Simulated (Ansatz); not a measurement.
Which YAML input does this script hand to the engine? (Ansatz's Python interface)

The script, `ch7albno_opt.py`:
```python
'''Geometry optimisation of CH7AlBNO.'''

import itertools
import logging
import sys

import ansatz as az
from ase.data import atomic_numbers, covalent_radii
import numpy as np

logging.basicConfig(stream=sys.stdout, format='%(name)s: %(message)s')
log = logging.getLogger('ch7albno')
log.setLevel(logging.INFO)

GEOMETRY = '''
B    -2.02930   -0.18040   -0.02810
N    -1.41980   -1.40110    0.49070
Al    0.39670   -0.99810    0.79100
O     1.56620   -0.34750   -0.57760
C     1.51490    1.03800   -0.55990
H    -2.33150    0.75680    0.71000
H    -1.91860    0.15640   -1.17490
H    -1.40230   -2.08640   -0.28520
H     1.08450   -1.29870    2.26990
H     0.49950    1.46970   -0.68400
H     2.15060    1.40660   -1.34600
H     1.96600    1.42940    0.42800
'''

ch7albno = az.Crystal.molecule()
for line in GEOMETRY.strip().splitlines():
    symbol, *xyz = line.split()
    ch7albno = ch7albno.atom(symbol, [float(v) for v in xyz])

base = (
    ch7albno.calculation()
    .basis(gaussian='cc-pVDZ')
    .functional('B3LYP')
)
symbols = [site.symbol for site in ch7albno.cartesian_sites]
start = np.array([site.position_ang for site in ch7albno.cartesian_sites], dtype=float)
def progress(event):
    if event['event'] == 'relax_step':
        row = event['data']
        log.info(f'step {row["step"]:3d}  E = {row["lagrangian_ev"]:.6f} eV  largest force component {row["allowed_force_max_ev_ang"]:.4f} eV/A')


summary = base.relax(force_tolerance=0.02).session().plan().execute(on_event=progress).report
end = np.array(summary['positions_ang'])

for key in ('converged', 'free_energy_ev', 'reference_energy_ev', 'n_frozen', 'n_occupied', 'n_virtual'):
    log.info(f'{key:22s} {summary[key]}')

# pairs closer than 1.2 times the sum of covalent radii, before or after
radius = [covalent_radii[atomic_numbers[s]] for s in symbols]
span = lambda where, i, j: np.linalg.norm(where[i] - where[j])
bonded = [(i, j) for i, j in itertools.combinations(range(len(symbols)), 2) if min(span(start, i, j), span(end, i, j)) < 1.2 * (radius[i] + radius[j])]
log.info('pair        before    after (A)')
for i, j in bonded:
    print(f'{symbols[i]}{i}-{symbols[j]}{j}'.ljust(10), f'{span(start, i, j):8.4f} {span(end, i, j):8.4f}')
```

```console
$ python ch7albno_opt.py
ch7albno: step   1  E = -11962.913365 eV  largest force component 2.2077 eV/A
ch7albno: step   2  E = -11963.444422 eV  largest force component 1.3829 eV/A
ch7albno: step   3  E = -11963.754593 eV  largest force component 1.0239 eV/A
ch7albno: step   4  E = -11963.961674 eV  largest force component 0.7069 eV/A
ch7albno: step   5  E = -11964.129769 eV  largest force component 0.4084 eV/A
ch7albno: step   6  E = -11964.272597 eV  largest force component 0.3893 eV/A
ch7albno: step   7  E = -11964.395571 eV  largest force component 0.4744 eV/A
ch7albno: step   8  E = -11964.490268 eV  largest force component 0.3168 eV/A
ch7albno: step   9  E = -11964.539738 eV  largest force component 0.4225 eV/A
ch7albno: step  10  E = -11964.532071 eV  largest force component 0.8052 eV/A
ch7albno: step  11  E = -11964.569261 eV  largest force component 0.2746 eV/A
ch7albno: step  12  E = -11964.586079 eV  largest force component 0.1881 eV/A
ch7albno: step  13  E = -11964.600968 eV  largest force component 0.0963 eV/A
ch7albno: step  14  E = -11964.612114 eV  largest force component 0.4055 eV/A
ch7albno: step  15  E = -11964.598889 eV  largest force component 0.8199 eV/A
ch7albno: step  16  E = -11964.627486 eV  largest force component 0.2155 eV/A
ch7albno: step  17  E = -11964.639434 eV  largest force component 0.1109 eV/A
ch7albno: step  18  E = -11964.651013 eV  largest force component 0.2583 eV/A
ch7albno: step  19  E = -11964.653410 eV  largest force component 0.6085 eV/A
ch7albno: step  20  E = -11964.681899 eV  largest force component 0.2450 eV/A
ch7albno: step  21  E = -11964.694322 eV  largest force component 0.2695 eV/A
ch7albno: step  22  E = -11964.702580 eV  largest force component 0.1223 eV/A
ch7albno: step  23  E = -11964.696768 eV  largest force component 0.4113 eV/A
ch7albno: step  24  E = -11964.703781 eV  largest force component 0.0517 eV/A
ch7albno: step  25  E = -11964.706463 eV  largest force component 0.0308 eV/A
ch7albno: step  26  E = -11964.706271 eV  largest force component 0.1556 eV/A
ch7albno: step  27  E = -11964.707017 eV  largest force component 0.0982 eV/A
ch7albno: step  28  E = -11964.707440 eV  largest force component 0.1172 eV/A
ch7albno: step  29  E = -11964.707932 eV  largest force component 0.0634 eV/A
ch7albno: step  30  E = -11964.708329 eV  largest force component 0.0050 eV/A
ch7albno: step  31  E = -11964.708433 eV  largest force component 0.0093 eV/A
ch7albno: step  32  E = -11964.708484 eV  largest force component 0.0081 eV/A
ch7albno: converged              True
ch7albno: free_energy_ev         -11964.708775438521
ch7albno: reference_energy_ev    -11964.708775438521
ch7albno: n_frozen               0
ch7albno: n_occupied             [23, 23]
ch7albno: n_virtual              [86, 86]
ch7albno: pair        before    after (A)
B0-N1        1.4597   1.4083
B0-H5        1.2306   1.2098
B0-H6        1.2003   1.2095
N1-Al2       1.8847   1.8344
N1-H7        1.0354   1.0211
Al2-O3       1.9142   1.7103
Al2-H8       1.6585   1.5734
O3-C4        1.3866   1.4090
C4-H9        1.1103   1.1044
C4-H10       1.0761   1.1043
C4-H11       1.1544   1.1054
```

`input.yaml`:
```yaml
crystal:
  periodic: [false, false, false]
  atoms:
    - { symbol: B, position_ang: [-2.0293, -0.1804, -0.0281] }
    - { symbol: "N", position_ang: [-1.4198, -1.4011, 0.4907] }
    - { symbol: Al, position_ang: [0.3967, -0.9981, 0.791] }
    - { symbol: O, position_ang: [1.5662, -0.3475, -0.5776] }
    - { symbol: C, position_ang: [1.5149, 1.038, -0.5599] }
    - { symbol: H, position_ang: [-2.3315, 0.7568, 0.71] }
    - { symbol: H, position_ang: [-1.9186, 0.1564, -1.1749] }
    - { symbol: H, position_ang: [-1.4023, -2.0864, -0.2852] }
    - { symbol: H, position_ang: [1.0845, -1.2987, 2.2699] }
    - { symbol: H, position_ang: [0.4995, 1.4697, -0.684] }
    - { symbol: H, position_ang: [2.1506, 1.4066, -1.346] }
    - { symbol: H, position_ang: [1.966, 1.4294, 0.428] }
basis:
  gaussian:
    orbitals: cc-pVDZ
hamiltonian:
  xc: b3lyp
relax:
  f_tol: 0.02
```

Notes:
- Total energies depend on the basis set; only differences at equal settings carry meaning.
- The end point is the stationary point reached from this start; no frequency run checks that it is a minimum, and the basis set is modest.
- b3lyp holds the VWN-RPA fit, as in Gaussian; the form of ORCA and Turbomole is b3lyp5.
- Finished in 3.5 min on 1 thread of Arm Neoverse V1, on a shared host, peak memory 0.31 GiB.
